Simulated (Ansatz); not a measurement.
# ClF3H2Si: the cost of one run

Method: RHF/def2-SVP, in Ansatz 0.2.0.

## Step 1: The starting structure

Bond lengths: Si1–Cl2 2.487 Å, Si1–F3 1.601 Å, Si1–F4 1.580 Å, Si1–H5 1.425 Å, Si1–F7 2.002 Å. Angles: Cl2–Si1–F3 91.0°, Cl2–Si1–F4 113.1°, Cl2–Si1–H5 113.0°, Cl2–Si1–F7 72.4°, F3–Si1–F4 97.6°, F3–Si1–H5 105.4°, F3–Si1–F7 162.4°, F4–Si1–H5 127.5°, F4–Si1–F7 84.2°, H5–Si1–F7 86.9°.

As a file:

```xyz
7

Si   -0.5365   -0.2588   -0.2230
Cl    1.9468   -0.2749   -0.3625
F    -0.6459   -1.1345   -1.5585
F    -1.1802    1.0678   -0.7909
H    -1.0417   -1.0917    0.8171
H     1.2973    0.7547    0.8945
F     0.1602    0.9373    1.2231
```

## Step 2: A restrained relaxation towards end A

Springs on the bonds that form and break draw the guess towards this end; the thresholds are loose.

Input file input.yaml:

```yaml
crystal:
  periodic: [false, false, false]
  atoms:
    - { symbol: Si, position_ang: [-0.5365, -0.2588, -0.223] }
    - { symbol: Cl, position_ang: [1.9468, -0.2749, -0.3625] }
    - { symbol: F, position_ang: [-0.6459, -1.1345, -1.5585] }
    - { symbol: F, position_ang: [-1.1802, 1.0678, -0.7909] }
    - { symbol: H, position_ang: [-1.0417, -1.0917, 0.8171] }
    - { symbol: H, position_ang: [1.2973, 0.7547, 0.8945] }
    - { symbol: F, position_ang: [0.1602, 0.9373, 1.2231] }
basis:
  gaussian: { orbitals: def2-SVP }
hamiltonian:
  xc: hf
relax:
  f_tol: 0.15
  max_steps: 25
  restrain:
    - { distance: [0, 6], at: 2.98, k: 30.0 }
    - { distance: [5, 1], at: 2.63, k: 30.0 }
    - { distance: [0, 1], at: 2.13, k: 30.0 }
    - { distance: [5, 6], at: 0.88, k: 30.0 }
```

Started as:

```sh
ansatz run input.yaml --threads 2 --pin off --max-ram 3072MiB --backend cpu --events-out ev --progress --plain --runs-dir out
```

Q: Estimate wall time and peak memory on 2 threads of AMD EPYC 9R45 (Zen 5), shared host.

About 2.7 s, with a peak of 0.18 GiB.
